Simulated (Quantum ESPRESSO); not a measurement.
GaGe in Quantum ESPRESSO: the effect of target pressure

Crystal: GaGe.

```
Ge Ga
1.0
     0.00000    2.89784    2.89784
     2.89784    0.00000    2.89784
     2.89784    2.89784    0.00000
Ge Ga
1 1
Direct
  0.00000 0.00000 0.00000
  0.25000 0.25000 0.25000
```

The cell comes from a database or a generator and needn't be the stable form of this composition.

Alike in all runs:

```yaml
Program: Quantum ESPRESSO 7.5
Task: phonons
Functional: LDA
Potentials_or_basis: GBRV 1.5 LDA
Cutoff: 762 eV
Density_cutoff: 6095 eV
k_mesh: 7 × 7 × 7
Occupations: cold, width 0.2 eV
Spin: no spin polarisation
```

Each run relaxes the cell or the atoms first.

Q: One run gave: relaxed volume 16.27 Å³/atom; highest phonon frequency 344 cm⁻¹. Which target pressure did it use?
A. 20 GPa
B. 40 GPa
C. 0 GPa
D. 5 GPa
E. 10 GPa

A: B.

```tsv
target pressure	relaxed volume (Å³/atom)	highest phonon frequency (cm⁻¹)
0 GPa	22.44	176
5 GPa	20.92	208
10 GPa	19.78	237
20 GPa	18.20	284
40 GPa	16.27	344
```

Caveats: the mesh is thin for the phonons of a metal; the cell is more than 3 GPa from zero pressure, which shifts response properties (some runs); the volume moved by over 15 % at a fixed basis, so the end points are rough (some runs).
